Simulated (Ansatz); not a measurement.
Write a Python script for Ansatz 0.2.0, Python API that makes a relaxed scan of one distance of GeH₃Se, SMILES [GeH3][Se]. Use (for the species named): B3LYP, def2-SVP basis, multiplicity 2, D4 dispersion.

| atom | x (Å) | y (Å) | z (Å) |
| --- | --- | --- | --- |
| Ge | 0.1525 | -0.0425 | -0.1075 |
| Se | -1.5320 | -0.1259 | 1.5739 |
| H | 0.0978 | 1.4385 | -0.7200 |
| H | -0.1644 | -0.9985 | -1.2464 |
| H | 1.4961 | -0.3452 | 0.4586 |

The script, `geh3se.py`:
```python
# -*- coding: utf-8 -*-
'''Relaxed scan of one distance in GeH3Se.'''

import warnings

import ansatz
from ase import Atoms
import numpy as np


def main():
    warnings.simplefilter('ignore', ansatz.DeckWarning)

    atoms = Atoms(['Ge', 'Se', 'H', 'H', 'H'], positions=[
        (0.1525, -0.0425, -0.1075),
        (-1.532, -0.1259, 1.5739),
        (0.0978, 1.4385, -0.72),
        (-0.1644, -0.9985, -1.2464),
        (1.4961, -0.3452, 0.4586),
    ])
    geometry = ansatz.Crystal.molecule_from_ase(atoms)

    job = (
        geometry.calculation()
        .basis(gaussian='def2-SVP')
        .functional('b3lyp', dispersion='d4')
        .spin('collinear', total=1)
    )
    symbols = [site.symbol for site in geometry.cartesian_sites]
    pairs = [(0, 1), (0, 2), (0, 3), (0, 4)]
    print('held (A)   E (eV)        ', '  '.join(f'{symbols[i]}{i}-{symbols[j]}{j}' for i, j in pairs))
    for length in [1.48, 1.6, 1.73, 1.92, 2.16]:
        data = job.relax(constraints=[ansatz.DistanceConstraint((0, 2), at=length)], force_tolerance=0.02, max_steps=60).run(threads=1).report
        xyz = np.array(data['positions_ang'])
        print(f'{length:6.2f} {data["free_energy_ev"]:14.5f}  ', '  '.join(f'{np.linalg.norm(xyz[i] - xyz[j]):.3f}' for i, j in pairs))


if __name__ == '__main__':
    main()
```

```console
$ python geh3se.py
held (A)   E (eV)         Ge0-Se1  Ge0-H2  Ge0-H3  Ge0-H4
  1.48  -121903.54421   2.370  1.480  1.542  1.542
  1.60  -121903.55714   2.366  1.600  1.542  1.542
  1.73  -121903.36640   2.358  1.730  1.542  1.542
  1.92  -121902.92146   2.342  1.920  1.542  1.542
  2.16  -121902.27486   2.300  2.160  1.541  1.541
```

What to keep in mind:
- Total energies depend on the basis set; only differences at equal settings carry meaning.
- The energies are electronic: no zero-point or thermal terms, and the basis set is short of its limit.
- The run takes the species as open-shell (spin multiplicity 2), which needn't be its ground state.
- b3lyp holds the VWN-RPA fit, as in Gaussian; the form of ORCA and Turbomole is b3lyp5.
- The script silences the warnings on its input, which a real study should read.
- Hardware and time: 4.2 min on 1 thread of Arm Neoverse V1, with other jobs on the host, peak memory 0.35 GiB.
